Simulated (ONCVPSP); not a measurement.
**Pseudopotential generation for lanthanum: ONCV, PBE**

Aim: build the potential from the settings below, then test how well it stands in for the atom: other configurations, scattering, ghost states and the plane-wave cutoff that it needs.

Method: ONCVPSP 4.0.1, PBE, scalar-relativistic.

## Step 1: The atom and the settings

Typed settings, in words:

```
element                 : lanthanum (La, Z = 57)
type                    : optimised norm-conserving Vanderbilt (ONCV)
frozen core             : [Kr] 4d10
valence charge          : 11
reference configuration : 5s2 5p6 5d1 6s1 6p1
partial waves           : 5s+6s: rc 2.30 bohr, ncon 4, nbas 7, qcut 6.3 1/bohr, 2 projectors; 5p+6p: rc 2.70 bohr, ncon 4, nbas 8, qcut 4.1 1/bohr, 3 projectors, debl 0.9 Ha; 5d: rc 3.25 bohr, ncon 4, nbas 8, qcut 3.9 1/bohr, 1 projector; f scattering state at 0.04 Ha: rc 3.45 bohr, ncon 4, nbas 9, qcut 3.5 1/bohr, 2 projectors, debl 2.8 Ha
local potential         : polynomial inside 2.25 bohr (lpopt 5, dvloc0 0 Ha)
core correction         : Teter function, fcfact 5, rcfact 1.6
```

The outer shells as boxes (Hund's rule for the drawing; the calculation is spin-unpolarised):

```
[Kr] core
4d [↑↓][↑↓][↑↓][↑↓][↑↓]
5s [↑↓]
5p [↑↓][↑↓][↑↓]
5d [↑ ][  ][  ][  ][  ]
6s [↑ ]
6p [↑ ][  ][  ]
```

An earlier all-electron run gives the scale for the radii.

All-electron outer shells of the reference configuration (PBE, scalar-relativistic, ld1.x):

```csv
shell,level (eV),outermost node (bohr),outermost maximum (bohr)
4d,-104.97,0.32,0.68
5s,-40.03,0.77,1.41
5p,-23.49,0.83,1.58
4f,-5.45,–,0.75
6s,-4.28,1.86,3.79
5d,-3.96,0.95,2.19
6p,-1.86,2.20,4.93
```

## Step 2: Generation

La.dat reads:

```
# ATOM AND REFERENCE CONFIGURATION
# atsym  z   nc   nv     iexc    psfile
  La 57.00    9    5        4      upf
#
#   n    l    f
    1    0    2.00
    2    0    2.00
    2    1    6.00
    3    0    2.00
    3    1    6.00
    3    2   10.00
    4    0    2.00
    4    1    6.00
    4    2   10.00
    5    0    2.00
    5    1    6.00
    5    2    1.00
    6    0    1.00
    6    1    1.00
#
# PSEUDOPOTENTIAL AND OPTIMIZATION
# lmax
    3
#
#   l,   rc,      ep,       ncon, nbas, qcut
    0    2.30    0.00    4    7    6.30
    1    2.70    0.00    4    8    4.10
    2    3.25    0.00    4    8    3.90
    3    3.45    0.04    4    9    3.50
#
# LOCAL POTENTIAL
# lloc, lpopt,  rc(5),   dvloc0
    4    5    2.25    0.00
#
# VANDERBILT-KLEINMAN-BYLANDER PROJECTORs
# l, nproj, debl
    0    2    2.70
    1    3    0.90
    2    1    2.40
    3    2    2.80
#
# MODEL CORE CHARGE
# icmod, fcfact, rcfact
    3    5.00    1.60
#
# LOG DERIVATIVE ANALYSIS
# epsh1, epsh2, depsh
   -3.00    5.00    0.02
#
# OUTPUT GRID
# rlmax, drl
    6.00    0.01
#
# TEST CONFIGURATIONS
# ncnf
    4
# nvcnf
#   n    l    f
    5
    5    0    2.00
    5    1    6.00
    5    2    1.00
    6    0    2.00
    6    1    0.00
#
    5
    5    0    2.00
    5    1    6.00
    5    2    1.00
    6    0    1.00
    6    1    0.00
#
    5
    5    0    2.00
    5    1    6.00
    5    2    1.00
    6    0    0.00
    6    1    0.00
#
    6
    5    0    2.00
    5    1    6.00
    5    2    0.00
    6    0    1.00
    6    1    0.00
    4    3    1.00
#
```

Started as:

```sh
$ oncvpsp.x < La.dat > La.out
```

What does the calculation give? Wanted: cutoffs for 1 and 0.1 mHa per electron, occupied waves; bound ghosts; GHOST(+) flags; largest test error; largest phase difference near zero energy, channels read; rms error of d²Exc/dn², without and with the model core; projector energies reset by the program.

As calculated:

| quantity | value |
| --- | --- |
| cutoffs for 1 and 0.1 mHa per electron, occupied waves | 12 Ha and 14 Ha |
| bound ghosts | none found |
| GHOST(+) flags | s at 89 eV |
| largest test error (AE − PS) | +1752 meV, for 4f1 5s2 5p6 5d0 6s1 6p0 |
| largest phase difference near zero energy, channels read | 1.307 rad |
| rms error of d²Exc/dn², without and with the model core | 1.86 and 2.25 mHa |
| projector energies reset by the program | f: -0.200, 2.600 Ha |

By total energies transferability is poor: the largest error is 1752 meV on 3.9 eV, for 4f1 5s2 5p6 5d0 6s1 6p0. The potential is soft on the atom at that tolerance: the looser tolerance needs 12 Ha. That counts occupied waves only; other projectors can need more. No bound ghost shows below the valence levels. Of the channels read, f scatters worst near zero energy, by up to 1.31 rad. The program also flags highly localised states, GHOST(+) (s).
